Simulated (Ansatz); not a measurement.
Task: a convergence test of the k-point mesh of AlFe₃, space group Pm-3m, with Ansatz 0.2.0, Python API. Give the script and its output. Level of theory (first run): PBEsol, PAW, the default cutoff (420 eV here), 2×2×2 k-points, Fermi-Dirac smearing of 0.1 eV, collinear spin. The script varies mesh: (2, 2, 2), (3, 3, 3), (4, 4, 4), (5, 5, 5), (6, 6, 6), (8, 8, 8).

```
CELL_PARAMETERS angstrom
3.63929 0.00000 0.00000
0.00000 3.63929 0.00000
0.00000 0.00000 3.63929
ATOMIC_POSITIONS crystal
Al 0.00000 0.00000 0.00000
Fe 0.00000 0.50000 0.50000
Fe 0.50000 0.00000 0.50000
Fe 0.50000 0.50000 0.00000
```

Script `kconv_alfe3.py`:
```python
import ansatz as az
from ase import Atoms
from tabulate import tabulate


def main() -> None:
    atoms = Atoms(
        ["Al", "Fe", "Fe", "Fe"],
        scaled_positions=[
            (0.0, 0.0, 0.0),
            (0.0, 0.5, 0.5),
            (0.5, 0.0, 0.5),
            (0.5, 0.5, 0.0),
        ],
        cell=[
            (3.63929111, 0.0, 0.0),
            (0.0, 3.63929111, 0.0),
            (0.0, 0.0, 3.63929111),
        ],
        pbc=True,
    )
    atoms.set_initial_magnetic_moments([0.0, 4.5, 4.5, 4.5])
    system = az.Crystal.from_ase(atoms)

    setup = (
        system.calculation()
        .functional(az.Functional.PBESOL)
        .occupations("fermi_dirac", width=0.1)
        .spin(az.SpinTreatment.COLLINEAR)
    )

    rows = []
    for value in [(2, 2, 2), (3, 3, 3), (4, 4, 4), (5, 5, 5), (6, 6, 6), (8, 8, 8)]:
        data = setup.kpoints(mesh=value).run(threads=1).report
        rows.append((value, data["free_energy_ev"] / len(data["lattice"]["sites"]), data["n_iterations"], data["magnetization_mub"], data["n_kpoints"]))

    print(tabulate(rows, headers=["mesh", "F/atom (eV)", "iterations", "moment (muB)", "k-points"], floatfmt=".4f", tablefmt="simple"))

    for row in rows[:-1]:
        shift = 1000 * (row[1] - rows[-1][1])
        print(f"{row[0]}: {shift:+.2f} meV/atom" + ("  (within 2 meV)" if abs(shift) < 2 else ""))


if __name__ == "__main__":
    main()
```

```console
$ python kconv_alfe3.py
DeckWarning: basis.ecutwfc = 420 eV, auto-derived from the records' recommended cutoffs: set by Al (normal level)
DeckWarning: where an SCF of this run starts from atoms to list the orders of its open shells, Fe (sites 1, 2, 3, from 0) starts with 4.00 μB on its 3d shell, in the place of the 4.50 μB that the deck gives it: its open shells can hold no more by Hund's first rule. To start from spheres of the given moment, type scf.initial_density.shell_occupations: []
mesh         F/atom (eV)    iterations    moment (muB)    k-points
---------  -------------  ------------  --------------  ----------
(2, 2, 2)     -3467.8650            12          6.9124           4
(3, 3, 3)     -3467.9205            12          5.9732           4
(4, 4, 4)     -3467.9546            12          6.6353          10
(5, 5, 5)     -3467.9492            12          6.6890          10
(6, 6, 6)     -3467.9513            12          6.7419          20
(8, 8, 8)     -3467.9513            12          6.7704          35
(2, 2, 2): +86.31 meV/atom
(3, 3, 3): +30.72 meV/atom
(4, 4, 4): -3.34 meV/atom
(5, 5, 5): +2.06 meV/atom
(6, 6, 6): -0.03 meV/atom  (within 2 meV)
```
(Warnings from the package without file and line.)

From 6×6×6 on it stays within 2 meV an atom of the value at 8×8×8; the first row (2×2×2) is off by 86.3 meV and the last but one by 0.03 meV. This holds for F at a smearing of 0.1 eV; a narrower one needs a denser mesh. It goes up and down, since the sum over k-points isn't variational.

What to keep in mind:
- The magnetic order follows from the starting moments and needn't be the lowest.
- The overall sign of a collinear moment is arbitrary, and semilocal functionals can give small moments to compounds that are paramagnetic.
- The structure comes from a database of computed cells and needn't be a stable or known phase.
- Shifts are counted from the finest mesh, which is itself no proven limit.
- The whole script took 18 s on 1 thread of Intel(R) Xeon(R) Processor @ 2.30GHz, on a shared host, peak memory 0.6 GiB.
